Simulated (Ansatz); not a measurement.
# CuFH₃N: an energy map over bond length N1–H5 and angle H4–N1–H5

A grid of calculations on CuFH₃N, SMILES [NH3+][Cu-][F], to see where the energy is lowest and how it rises around there.

Computed with Ansatz 0.2.0. Level: RKS PBE0-D4/def2-TZVP.

## (1) The starting structure

SMILES `[NH3+][Cu-][F]`, 6 atoms, charge 0, spin multiplicity 1.

Atoms are counted from 1 here; the program's logs count them from 0.

Bond lengths: N1–Cu2 1.910 Å, N1–H4 1.032 Å, N1–H5 1.032 Å, N1–H6 1.032 Å, Cu2–F3 1.748 Å. Angles: Cu2–N1–H4 112.4°, Cu2–N1–H5 112.4°, Cu2–N1–H6 112.4°, H4–N1–H5 106.4°, H4–N1–H6 106.4°, H5–N1–H6 106.3°, N1–Cu2–F3 180.0°.

As a file:

```
N    -0.7337   -0.0286    0.2160
Cu    1.0879    0.1720   -0.3239
F     2.7549    0.3549   -0.8182
H    -1.0661   -1.0015    0.1250
H    -1.3771    0.5524   -0.3446
H    -0.8841    0.2395    1.2015
```

This geometry comes from a loose relaxation at PBE in a small basis, which is not shown.

## (2) Geometry optimisation

Input file input.yaml:

```yaml
crystal:
  periodic: [false, false, false]
  atoms:
    - { symbol: "N", position_ang: [-0.733705, -0.028595, 0.215996] }
    - { symbol: Cu, position_ang: [1.08788, 0.172013, -0.323878] }
    - { symbol: F, position_ang: [2.754941, 0.354875, -0.818154] }
    - { symbol: H, position_ang: [-1.066123, -1.001537, 0.125048] }
    - { symbol: H, position_ang: [-1.37714, 0.55237, -0.344555] }
    - { symbol: H, position_ang: [-0.884073, 0.239533, 1.201523] }
basis:
  gaussian: { orbitals: def2-TZVP }
hamiltonian:
  xc: pbe0
  dispersion: d4
output:
  forces: true
relax:
  f_tol: 0.003
  max_steps: 120
```

On the command line:

```
> ansatz run input.yaml --threads 1 --pin off --max-ram 2560MiB --backend cpu --events-out ev --progress --plain --runs-dir out
```

Log, cut to the lines that bear on the results:

```text
Warning: RAYON_NUM_THREADS=1 ignored (pool sized by the plan → 1); use --threads N
[...]
Functional definition: PBE0
[...]
985 factors; their error is unknown
[...]
mean field -48889.20996617 eV, -1796.6453279602 hartree, gradient 5.1e-5 eV, S^2 0.000000; 0 other end points of the search recorded, 0 dependent functions left out
[...]
reference -48889.21000007 eV, -1796.6453292058 hartree; 24, 24 occupied and 101, 101 virtual orbitals, 985 factors
relax step   1: F+E_penalty+E_count = -48889.26709206 eV  Δ(F+E_penalty+E_count) = +0.000e0 eV  max|allowed force component| = 8.130e-1 eV/Å  Δτ_max = 0.0000 Å  (27 SCF iters, accepted)
[...]
relax step   4: F+E_penalty+E_count = -48889.28709911 eV  Δ(F+E_penalty+E_count) = -2.021e-4 eV  max|allowed force component| = 6.486e-2 eV/Å  Δτ_max = 0.0054 Å  (33 SCF iters, accepted)
[...]
relax step   5: F+E_penalty+E_count = -48889.28719672 eV  Δ(F+E_penalty+E_count) = -9.761e-5 eV  max|allowed force component| = 1.071e-3 eV/Å  Δτ_max = 0.0018 Å  (34 SCF iters, accepted)
985 factors; their error is unknown
mean field -48889.23010139 eV, -1796.6460679156 hartree, gradient 3.6e-5 eV, S^2 0.000000; 1 other end points of the search recorded, 0 dependent functions left out
[...]
reference -48889.23013516 eV, -1796.6460691566 hartree; 24, 24 occupied and 101, 101 virtual orbitals, 985 factors
Total energy: -48889.28723049 eV, -1796.6481673715 hartree
Atom 0 at    -0.746478    -0.030012     0.219837 Å, force    -0.000124     0.000013     0.000066 eV/Å
Atom 1 at     1.074695     0.170329    -0.320046 Å, force     0.000350     0.000031    -0.000104 eV/Å
Atom 2 at     2.753435     0.355015    -0.817698 Å, force    -0.001071    -0.000120     0.000314 eV/Å
Atom 3 at    -1.057801    -0.991819     0.124404 Å, force     0.000287     0.000247    -0.000036 eV/Å
Atom 4 at    -1.365145     0.547584    -0.341173 Å, force     0.000325    -0.000105     0.000030 eV/Å
Atom 5 at    -0.876926     0.237562     1.190656 Å, force     0.000233    -0.000065    -0.000270 eV/Å
Dipole moment:    -1.724262    -0.189683     0.511153 e Å
```

It took 25 s on 1 thread of Arm Neoverse V2, shared host; peak memory 0.23 GiB.

Along the way:

```
step  energy from step 1 (eV)  largest force component (eV/Å)
   1                   0.0000                          0.8130
   2                  -0.0171                          0.3315
   3                  -0.0198                          0.0646
   4                  -0.0200                          0.0649
   5                  -0.0201                          0.0011
```

Distances of close pairs at the start and the end, largest changes first:

| bond | before (Å) | after (Å) | change (Å) |
| --- | --- | --- | --- |
| N1–H6 | 1.032 | 1.015 | -0.017 |
| N1–H5 | 1.032 | 1.015 | -0.017 |
| N1–H4 | 1.032 | 1.015 | -0.017 |
| Cu2–F3 | 1.748 | 1.761 | +0.012 |
| N1–Cu2 | 1.910 | 1.910 | -0.000 |

## (3) The grid

The axes are (1) bond length N1–H5: 15 values from 0.853 to 1.320 Å; (2) angle H4–N1–H5: 15 values from 72.5 to 142.5 °.

Nothing else is relaxed (all other coordinates rigid). Energies count from the relaxed molecule at the same level.

Below, 3 of the grid's runs; all are launched alike.

## (4) Grid point bond length N1–H5 = 1.053 Å, angle H4–N1–H5 = 72.5°

Input file input.yaml:

```yaml
crystal:
  periodic: [false, false, false]
  atoms:
    - { symbol: "N", position_ang: [-0.746478, -0.030012, 0.219837] }
    - { symbol: Cu, position_ang: [1.074695, 0.170329, -0.320046] }
    - { symbol: F, position_ang: [2.753435, 0.355015, -0.817698] }
    - { symbol: H, position_ang: [-1.429369, -0.644651, -0.212576] }
    - { symbol: H, position_ang: [-1.388035, 0.568954, -0.361929] }
    - { symbol: H, position_ang: [-0.876926, 0.237562, 1.190656] }
basis:
  gaussian: { orbitals: def2-TZVP }
hamiltonian:
  xc: pbe0
  dispersion: d4
output:
  forces: true
```

On the command line:

```
> ansatz run input.yaml --threads 1 --pin off --max-ram 2560MiB --backend cpu --events-out ev --progress --plain --runs-dir out
```

Log, cut to the lines that bear on the results:

```text
Warning: RAYON_NUM_THREADS=1 ignored (pool sized by the plan → 1); use --threads N
[...]
[... 1 set-up line as earlier in the session ...]
[...]
985 factors; their error is unknown
[...]
mean field -48888.24671530 eV, -1796.6099291436 hartree, gradient 3.5e-5 eV, S^2 0.000000; 0 other end points of the search recorded, 0 dependent functions left out
[...]
reference -48888.24674869 eV, -1796.6099303706 hartree; 24, 24 occupied and 101, 101 virtual orbitals, 985 factors
Total energy: -48888.30390779 eV, -1796.6120309287 hartree
Atom 0 at    -0.746478    -0.030012     0.219837 Å, force    -1.418982     1.486604    -2.284403 eV/Å
Atom 1 at     1.074695     0.170329    -0.320046 Å, force    -0.135850    -0.224386    -0.110153 eV/Å
Atom 2 at     2.753435     0.355015    -0.817698 Å, force     0.010232     0.035406     0.023589 eV/Å
Atom 3 at    -1.429369    -0.644651    -0.212576 Å, force     0.608813    -2.843328     1.562742 eV/Å
Atom 4 at    -1.388035     0.568954    -0.361929 Å, force     1.589409     2.104620     0.917774 eV/Å
Atom 5 at    -0.876926     0.237562     1.190656 Å, force    -0.653623    -0.558917    -0.109549 eV/Å
Dipole moment:    -1.806941    -0.098845     0.440152 e Å
```

Wall time 3.8 s (1 thread of Arm Neoverse V2, shared host); peak memory 0.22 GiB.

On the map this point reads 95 kJ/mol.

## (5) Grid point bond length N1–H5 = 0.986 Å, angle H4–N1–H5 = 102.5°

Changes to input.yaml since step 4:

```diff
@@ -6,4 +6,4 @@
     - { symbol: F, position_ang: [2.753435, 0.355015, -0.817698] }
-    - { symbol: H, position_ang: [-1.429369, -0.644651, -0.212576] }
-    - { symbol: H, position_ang: [-1.388035, 0.568954, -0.361929] }
+    - { symbol: H, position_ang: [-1.121191, -0.962016, 0.071305] }
+    - { symbol: H, position_ang: [-1.347214, 0.530843, -0.324913] }
     - { symbol: H, position_ang: [-0.876926, 0.237562, 1.190656] }
```

On the command line:

```
> ansatz run input.yaml --threads 1 --pin off --max-ram 2560MiB --backend cpu --events-out ev --progress --plain --runs-dir out
```

Log, cut to the lines that bear on the results:

```text
Warning: RAYON_NUM_THREADS=1 ignored (pool sized by the plan → 1); use --threads N
[...]
[... 1 set-up line as earlier in the session ...]
[...]
985 factors; their error is unknown
[...]
mean field -48889.18758535 eV, -1796.6445054802 hartree, gradient 5.0e-5 eV, S^2 0.000000; 0 other end points of the search recorded, 0 dependent functions left out
[...]
reference -48889.18761907 eV, -1796.6445067194 hartree; 24, 24 occupied and 101, 101 virtual orbitals, 985 factors
Total energy: -48889.24473580 eV, -1796.6466057204 hartree
Atom 0 at    -0.746478    -0.030012     0.219837 Å, force     0.510215    -0.745615     0.399306 eV/Å
Atom 1 at     1.074695     0.170329    -0.320046 Å, force    -0.002338    -0.055298    -0.002386 eV/Å
Atom 2 at     2.753435     0.355015    -0.817698 Å, force    -0.001090     0.009035     0.000921 eV/Å
Atom 3 at    -1.121191    -0.962016     0.071305 Å, force     0.265620    -0.218257     0.344140 eV/Å
Atom 4 at    -1.347214     0.530843    -0.324913 Å, force    -0.729051     1.169213    -0.746950 eV/Å
Atom 5 at    -0.876926     0.237562     1.190656 Å, force    -0.043357    -0.159077     0.004967 eV/Å
Dipole moment:    -1.735641    -0.185366     0.504698 e Å
```

It took 3.9 s on 1 thread of Arm Neoverse V2, shared host; peak memory 0.22 GiB.

Energy on the map's scale: 4.1 kJ/mol.

## (6) Grid point bond length N1–H5 = 1.020 Å, angle H4–N1–H5 = 107.5°

Changes to input.yaml since step 5:

```diff
@@ -6,4 +6,4 @@
     - { symbol: F, position_ang: [2.753435, 0.355015, -0.817698] }
-    - { symbol: H, position_ang: [-1.121191, -0.962016, 0.071305] }
-    - { symbol: H, position_ang: [-1.347214, 0.530843, -0.324913] }
+    - { symbol: H, position_ang: [-1.057295, -0.992025, 0.124823] }
+    - { symbol: H, position_ang: [-1.367929, 0.550183, -0.343697] }
     - { symbol: H, position_ang: [-0.876926, 0.237562, 1.190656] }
```

On the command line:

```
> ansatz run input.yaml --threads 1 --pin off --max-ram 2560MiB --backend cpu --events-out ev --progress --plain --runs-dir out
```

Log, cut to the lines that bear on the results:

```text
Warning: RAYON_NUM_THREADS=1 ignored (pool sized by the plan → 1); use --threads N
[...]
[... 1 set-up line as earlier in the session ...]
[...]
985 factors; their error is unknown
[...]
mean field -48889.22964609 eV, -1796.6460511838 hartree, gradient 6.0e-5 eV, S^2 0.000000; 0 other end points of the search recorded, 0 dependent functions left out
[...]
reference -48889.22967987 eV, -1796.6460524250 hartree; 24, 24 occupied and 101, 101 virtual orbitals, 985 factors
Total energy: -48889.28677142 eV, -1796.6481505008 hartree
Atom 0 at    -0.746478    -0.030012     0.219837 Å, force    -0.105302     0.107920    -0.103396 eV/Å
Atom 1 at     1.074695     0.170329    -0.320046 Å, force    -0.001991     0.001316    -0.000670 eV/Å
Atom 2 at     2.753435     0.355015    -0.817698 Å, force    -0.000983    -0.000374     0.000505 eV/Å
Atom 3 at    -1.057295    -0.992025     0.124823 Å, force    -0.005683     0.003186    -0.005327 eV/Å
Atom 4 at    -1.367929     0.550183    -0.343697 Å, force     0.117048    -0.116214     0.110642 eV/Å
Atom 5 at    -0.876926     0.237562     1.190656 Å, force    -0.003089     0.004165    -0.001755 eV/Å
Dipole moment:    -1.724480    -0.189217     0.510689 e Å
```

Wall time 3.9 s (1 thread of Arm Neoverse V2, shared host); peak memory 0.22 GiB.

Energy on the map's scale: 0.04 kJ/mol.

## (7) All points together

225 points were computed. Energies in kJ/mol, from the relaxed molecule at the same level:

| angle H4–N1–H5 (°) ↓, bond length N1–H5 (Å) → | 0.853 | 0.886 | 0.920 | 0.953 | 0.986 | 1.020 | 1.053 | 1.087 | 1.120 | 1.153 | 1.187 | 1.220 | 1.253 | 1.287 | 1.320 |
| --- | --- | --- | --- | --- | --- | --- | --- | --- | --- | --- | --- | --- | --- | --- | --- |
| 142.5 | 156 | 124 | 101 | 88 | 82 | 82 | 86 | 94 | 104 | 117 | 133 | 149 | 166 | 184 | 203 |
| 137.5 | 136 | 104 | 82 | 68 | 62 | 62 | 65 | 73 | 84 | 97 | 112 | 128 | 145 | 163 | 182 |
| 132.5 | 119 | 86 | 64 | 51 | 44 | 44 | 47 | 55 | 66 | 78 | 93 | 109 | 126 | 145 | 163 |
| 127.5 | 104 | 72 | 49 | 36 | 29 | 28 | 32 | 40 | 50 | 63 | 77 | 93 | 110 | 128 | 146 |
| 122.5 | 93 | 61 | 38 | 24 | 17 | 16 | 20 | 27 | 37 | 50 | 64 | 80 | 97 | 115 | 133 |
| 117.5 | 85 | 52 | 30 | 16 | 9 | 7 | 11 | 18 | 28 | 40 | 54 | 70 | 87 | 104 | 122 |
| 112.5 | 81 | 48 | 25 | 11 | 4 | 2 | 5 | 12 | 22 | 34 | 48 | 63 | 79 | 97 | 115 |
| 107.5 | 80 | 47 | 24 | 9 | 2 | 0 | 3 | 9 | 19 | 30 | 44 | 59 | 75 | 93 | 110 |
| 102.5 | 84 | 50 | 27 | 12 | 4 | 2 | 4 | 10 | 20 | 31 | 44 | 59 | 75 | 92 | 109 |
| 97.5 | 91 | 57 | 33 | 18 | 10 | 7 | 9 | 15 | 24 | 35 | 48 | 62 | 78 | 94 | 111 |
| 92.5 | 103 | 69 | 44 | 29 | 20 | 17 | 19 | 24 | 32 | 43 | 55 | 69 | 84 | 100 | 116 |
| 87.5 | 119 | 84 | 59 | 43 | 34 | 31 | 32 | 36 | 44 | 54 | 66 | 79 | 94 | 109 | 125 |
| 82.5 | 139 | 104 | 79 | 62 | 52 | 48 | 49 | 53 | 60 | 69 | 81 | 93 | 107 | 122 | 137 |
| 77.5 | 164 | 128 | 102 | 85 | 75 | 70 | 70 | 73 | 79 | 88 | 99 | 111 | 124 | 138 | 153 |
| 72.5 | 194 | 157 | 130 | 113 | 102 | 96 | 95 | 98 | 103 | 111 | 121 | 132 | 144 | 158 | 171 |

The dipole moment (D) at each point:

| angle H4–N1–H5 (°) ↓, bond length N1–H5 (Å) → | 0.853 | 0.886 | 0.920 | 0.953 | 0.986 | 1.020 | 1.053 | 1.087 | 1.120 | 1.153 | 1.187 | 1.220 | 1.253 | 1.287 | 1.320 |
| --- | --- | --- | --- | --- | --- | --- | --- | --- | --- | --- | --- | --- | --- | --- | --- |
| 142.5 | 8.15 | 8.16 | 8.17 | 8.18 | 8.19 | 8.20 | 8.21 | 8.21 | 8.22 | 8.22 | 8.22 | 8.22 | 8.21 | 8.20 | 8.19 |
| 137.5 | 8.25 | 8.26 | 8.27 | 8.28 | 8.29 | 8.29 | 8.30 | 8.31 | 8.31 | 8.31 | 8.31 | 8.31 | 8.30 | 8.29 | 8.28 |
| 132.5 | 8.34 | 8.35 | 8.36 | 8.37 | 8.37 | 8.38 | 8.38 | 8.39 | 8.39 | 8.39 | 8.39 | 8.39 | 8.38 | 8.37 | 8.36 |
| 127.5 | 8.42 | 8.43 | 8.44 | 8.44 | 8.45 | 8.45 | 8.46 | 8.46 | 8.47 | 8.47 | 8.47 | 8.46 | 8.46 | 8.45 | 8.43 |
| 122.5 | 8.49 | 8.50 | 8.50 | 8.51 | 8.52 | 8.52 | 8.53 | 8.53 | 8.53 | 8.53 | 8.53 | 8.53 | 8.52 | 8.51 | 8.49 |
| 117.5 | 8.55 | 8.56 | 8.57 | 8.57 | 8.58 | 8.58 | 8.59 | 8.59 | 8.59 | 8.59 | 8.59 | 8.58 | 8.58 | 8.56 | 8.55 |
| 112.5 | 8.61 | 8.62 | 8.62 | 8.63 | 8.63 | 8.64 | 8.64 | 8.64 | 8.64 | 8.64 | 8.64 | 8.63 | 8.63 | 8.61 | 8.60 |
| 107.5 | 8.66 | 8.67 | 8.67 | 8.68 | 8.68 | 8.69 | 8.69 | 8.69 | 8.69 | 8.69 | 8.69 | 8.68 | 8.67 | 8.66 | 8.64 |
| 102.5 | 8.70 | 8.71 | 8.72 | 8.72 | 8.73 | 8.73 | 8.73 | 8.74 | 8.74 | 8.73 | 8.73 | 8.72 | 8.71 | 8.70 | 8.68 |
| 97.5 | 8.75 | 8.75 | 8.76 | 8.76 | 8.77 | 8.77 | 8.78 | 8.78 | 8.78 | 8.77 | 8.77 | 8.76 | 8.75 | 8.73 | 8.72 |
| 92.5 | 8.78 | 8.79 | 8.80 | 8.80 | 8.81 | 8.81 | 8.81 | 8.81 | 8.81 | 8.81 | 8.80 | 8.79 | 8.78 | 8.77 | 8.75 |
| 87.5 | 8.82 | 8.82 | 8.83 | 8.84 | 8.84 | 8.85 | 8.85 | 8.85 | 8.85 | 8.84 | 8.84 | 8.83 | 8.81 | 8.80 | 8.77 |
| 82.5 | 8.85 | 8.86 | 8.87 | 8.87 | 8.88 | 8.88 | 8.88 | 8.88 | 8.88 | 8.88 | 8.87 | 8.86 | 8.84 | 8.82 | 8.80 |
| 77.5 | 8.88 | 8.89 | 8.90 | 8.90 | 8.91 | 8.91 | 8.91 | 8.91 | 8.91 | 8.91 | 8.90 | 8.88 | 8.87 | 8.85 | 8.82 |
| 72.5 | 8.91 | 8.92 | 8.93 | 8.94 | 8.94 | 8.94 | 8.95 | 8.94 | 8.94 | 8.93 | 8.92 | 8.91 | 8.89 | 8.86 | 8.84 |

## (8) Outcome

| quantity | value |
| --- | --- |
| lowest point | bond length N1–H5 = 1.020 Å, angle H4–N1–H5 = 107.5°, 0.04 kJ/mol |
| highest computed point | bond length N1–H5 = 1.320 Å, angle H4–N1–H5 = 142.5°, 202 kJ/mol above the lowest |
| dipole moment (D) | 8.15 at bond length N1–H5 = 0.853 Å, angle H4–N1–H5 = 142.5° to 8.95 at bond length N1–H5 = 1.053 Å, angle H4–N1–H5 = 72.5°; 8.69 at the lowest point |
| time for the whole task | 15 min on 1 thread, shared host |

The lowest computed point is at bond length N1–H5 = 1.020 Å, angle H4–N1–H5 = 107.5°, 0.04 kJ/mol from the relaxed molecule at the same level. The grid is coarse, so the lowest point of the scanned range may lie between grid points; coordinates that were held can hide deeper minima. No other kind of well shows on this grid. The highest computed point, bond length N1–H5 = 1.320 Å, angle H4–N1–H5 = 142.5°, lies 202 kJ/mol above the lowest. Round the minimum the two coordinates are nearly uncoupled.
